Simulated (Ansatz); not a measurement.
Write a Python script for the Ansatz DFT code, driven from Python that makes a scan of the Hubbard U of CuO2, space group Cmcm. Level of theory (first run): r2SCAN, PAW, cutoff 503 eV, 5×5×3 k-points, Fermi-Dirac smearing of 0.05 eV.

The script reads `cuo2.cif`:
```cif
data_CuO2
_cell_length_a 5.398830
_cell_length_b 5.398830
_cell_length_c 4.343424
_cell_angle_alpha 90.00000
_cell_angle_beta 90.00000
_cell_angle_gamma 149.66378
_symmetry_space_group_name_H-M 'P 1'
_symmetry_Int_Tables_number 1
loop_
_symmetry_equiv_pos_as_xyz
'x, y, z'
loop_
_atom_site_label
_atom_site_type_symbol
_atom_site_fract_x
_atom_site_fract_y
_atom_site_fract_z
Cu1 Cu    0.832747    0.167253    0.250000
Cu2 Cu    0.167253    0.832747    0.750000
O3 O    0.448514    0.551486    0.250000
O4 O    0.551486    0.448514    0.750000
O5 O    0.211030    0.788970    0.250000
O6 O    0.788970    0.211030    0.750000
```

Script `plus_u.py`:
```python
"""DFT+U scan for CuO2."""

import ansatz
from ase.io import read
import numpy as np
from tabulate import tabulate


def count_gap(report):
    # lowest empty less highest filled band, counting bands; zero where they overlap
    return max(report.get("gap_by_band_count_ev") or 0.0, 0.0)

atoms = read("cuo2.cif")
structure = ansatz.Crystal.from_ase(atoms)

calculation = (
    structure.calculation()
    .basis(37 * ansatz.Ry, density_ratio=4)
    .functional(ansatz.Functional.R2SCAN)
    .kpoints(mesh=(5, 5, 3))
    .scf(max_iterations=60)
    .occupations("Fermi-Dirac", width=0.05)
    .band_table()
)
rows = []
for u in [2.0, 4.0, 6.0, 8.0]:
    summary = calculation.hubbard("Cu", "d", u_eff=u, projectors="atomic").run(threads=1, pin="off").report
    shell = summary["hubbard"]["n_scf"]
    rows.append((u, count_gap(summary), sum(shell) / len(shell), summary["n_iterations"]))
print(tabulate(rows, headers=["U_eff eV", "gap by band count eV", "Cu d occupation (projector)", "iterations"], floatfmt=".4f", tablefmt="simple"))
print("eigenvalues of the first occupation matrix at the last U, by spin:")
for channel in summary["hubbard"]["n_eig"][0]:
    print("  ", " ".join(f"{n:.3f}" for n in channel))
```

```console
$ python plus_u.py
  U_eff eV    gap by band count eV    Cu d occupation (projector)    iterations
----------  ----------------------  -----------------------------  ------------
    2.0000                  0.0000                         9.3358            13
    4.0000                  0.0000                         9.3811            13
    6.0000                  0.0000                         9.4246            15
    8.0000                  0.0000                         9.4666            15
eigenvalues of the first occupation matrix at the last U, by spin:
   0.795 0.961 0.991 0.991 0.995
```

Reading the output:
- No spin polarisation was allowed.
- U, its shell and the double counting are chosen to explore, and aren't derived for this compound.
- For a metal this mesh is far too coarse, so the numbers only illustrate the procedure.
- A gap by band count of zero or less means overlapping bands, a metal.
- A Hubbard U without spin forces both spins into the same orbitals, which can open a gap or pick a state that a spin-polarised run wouldn't.
- The structure comes from a database of computed cells and needn't be a stable or known phase.
- Gaps and levels are Kohn-Sham values on a finite set of k-points.
- Shell occupations and the effect of U depend on the projectors; a run with no .spin step is spin-unpolarised, and each U may end in a state that isn't the lowest.
- It ran for 20 s on 1 thread of Intel(R) Xeon(R) 6975P-C (Granite Rapids), on a shared host, peak memory 0.67 GiB.

(Lines on the test bed's own set-up are left out of the output.)
